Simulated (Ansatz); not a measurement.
**C₃H₉AlSi: how energies converge with the basis set**

An exercise on one series of results from a longer session: the logs are not shown, and one member is left open.

Method: one geometry, several basis sets; program: Ansatz 0.2.0, Gaussian basis.

Levels to be run: PBE0-D4/def2-SVP; ωB97M-V/def2-SVP; PBE0-D4/def2-QZVPP; ωB97M-V/def2-QZVPP; the functionals' def2-TZVPP values are taken from earlier runs.

## The relaxed structure

An earlier PBE0-D4 in a triple-zeta def2 set relaxation fixed the geometry.

14 atoms, charge 0, spin multiplicity 1.

Atoms are counted from 1 here; the program's logs count them from 0.

Bond lengths: C1–C2 1.332 Å, C1–H6 1.085 Å, C1–H7 1.089 Å, C2–C3 1.499 Å, C2–Si4 1.877 Å, C3–H8 1.095 Å, C3–H9 1.093 Å, C3–H10 1.095 Å, Si4–Al5 2.460 Å, Si4–H11 1.498 Å, Si4–H12 1.492 Å, Al5–H13 1.592 Å, Al5–H14 1.591 Å. Angles: C2–C1–H6 122.1°, C2–C1–H7 121.4°, H6–C1–H7 116.4°, C1–C2–C3 121.9°, C1–C2–Si4 120.1°, C3–C2–Si4 117.9°, C2–C3–H8 111.3°, C2–C3–H9 111.6°, C2–C3–H10 110.9°, H8–C3–H9 108.2°, H8–C3–H10 106.5°, H9–C3–H10 108.2°, C2–Si4–Al5 111.3°, C2–Si4–H11 109.0°, C2–Si4–H12 108.9°, Al5–Si4–H11 108.1°, Al5–Si4–H12 112.1°, H11–Si4–H12 107.3° and more.

The first run:

The input, in.yaml:

```yaml
crystal:
  periodic: [false, false, false]
  atoms:
    - {symbol: C, position_ang: [-0.370317, 1.593729, 1.264991]}
    - {symbol: C, position_ang: [0.053191, 0.425194, 0.785007]}
    - {symbol: C, position_ang: [1.474242, -0.026497, 0.939240]}
    - {symbol: Si, position_ang: [-1.125333, -0.687365, -0.162223]}
    - {symbol: Al, position_ang: [-0.450713, -0.902806, -2.518293]}
    - {symbol: H, position_ang: [-1.399353, 1.921945, 1.160569]}
    - {symbol: H, position_ang: [0.302671, 2.268910, 1.790399]}
    - {symbol: H, position_ang: [1.942309, -0.204101, -0.034901]}
    - {symbol: H, position_ang: [2.074550, 0.712118, 1.476401]}
    - {symbol: H, position_ang: [1.526747, -0.973370, 1.486229]}
    - {symbol: H, position_ang: [-1.108341, -2.052058, 0.454497]}
    - {symbol: H, position_ang: [-2.511586, -0.155290, -0.021074]}
    - {symbol: H, position_ang: [1.078895, -0.723131, -2.923104]}
    - {symbol: H, position_ang: [-1.500062, -1.226480, -3.668941]}
basis:
  gaussian: {orbitals: def2-SVP}
hamiltonian: {xc: pbe0, dispersion: d4}
output: {orbitals: {seedname: orbitals}}
```

Launch:

```console
> ansatz run in.yaml --threads 4 --pin off --events-out ev --progress --plain --max-ram 10444MiB
```

Steps of the session up to this table: PBE0-D4 in def2-SVP; ωB97M-V in def2-SVP; PBE0-D4 in def2-QZVPP; ωB97M-V in def2-QZVPP.

One of the session's tables, all rows but one given; the rest of the session is left out.

It belongs to the step «Density functionals: the series». 

| functional | basis | HOMO (eV) | LUMO (eV) |
| --- | --- | --- | --- |
| PBE0-D4 | def2-SVP | -6.96 | -1.99 |
| PBE0-D4 | def2-TZVPP | ? | ? |
| PBE0-D4 | def2-QZVPP | -6.98 | -2.01 |
| ωB97M-V | def2-SVP | -8.94 | -0.30 |
| ωB97M-V | def2-TZVPP | -8.99 | -0.38 |
| ωB97M-V | def2-QZVPP | -8.99 | -0.47 |

Q: Estimate the row for PBE0-D4, def2-TZVPP from the others.

The run gave: HOMO (eV): -6.98; LUMO (eV): -2.00.
